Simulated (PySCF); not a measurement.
# A diatomic session: CI−

One table from this session's results is given with a row withheld; the runs are named, their logs left out.

Program: PySCF 2.14.0. Level of theory: C def2-SVPD, I def2-SVPD with ECP28, scalar-relativistic core potentials. These are calculated values, not measurements.

The first run:

Settings of the job:

```
atoms                         : C, I
charge                        : -1
basis                         : C def2-SVPD, I def2-SVPD with ECP28
Hamiltonian                   : scalar-relativistic core potentials
basis functions               : 55
electrons treated             : 32
masses in u                   : 12.0000, 126.9045
levels                        : PBE0, PBE, r²SCAN, M06-L, PBEsol, PW91, ωB97X, HF, MP2, SCS-MP2
grid                          : 80 radial by 434 angular points
occupations                   : held fixed by the projection of orbital angular momentum
dissociation limit            : C + I−, each in its ground configuration
starting distance in angstrom : 2.120
values of 2S to try           : 0, 2
```

Started as:

```sh
OMP_NUM_THREADS=1 python dia.py task.json out
```

Steps of the session up to this table: Input; First curve: PBE0; Excited determinants; PBE (GGA); r²SCAN (meta-GGA); M06-L (meta-GGA); PBEsol (GGA); PW91 (GGA); ωB97X (range-separated hybrid); UHF.

One of the session's tables, all rows but one given; the rest of the session is left out.

It belongs to the step «The curves together». Energy (eV) from each level's lowest point:

```
R (Å)    UHF  UHF-MP2  UHF-SCS-MP2    PBE  PBEsol
1.950  0.897    0.570        0.614  0.483   0.423
2.040  0.530    0.264        0.300  0.204   0.163
2.131      ?        ?            ?      ?       ?
2.199  0.183    0.028        0.046  0.010   0.000
2.267  0.105    0.000        0.009  0.000   0.002
2.335  0.054    0.000        0.000  0.017   0.031
2.426  0.016    0.030        0.018  0.070   0.099
2.539  0.000    0.098        0.071  0.166   0.212
2.675  0.009    0.203        0.157  0.304   0.369
2.856  0.042    0.350        0.281  0.494   0.582
```

Q: Estimate the row for R (Å) = 2.131 from the others.

Worked estimate for «UHF». A straight line through the neighbours (2.040, 0.530) and (2.199, 0.183) gives 0.530 + (0.183 − 0.530) × (2.131 − 2.040) / (2.199 − 2.040) = 0.331; a parabola fitted to 4 rows on both sides gives 0.289.

As computed: UHF: 0.297; UHF-MP2: 0.094; UHF-SCS-MP2: 0.120; PBE: 0.058; PBEsol: 0.035. In «UHF» the line misses by +0.034 and the parabola by -0.008.
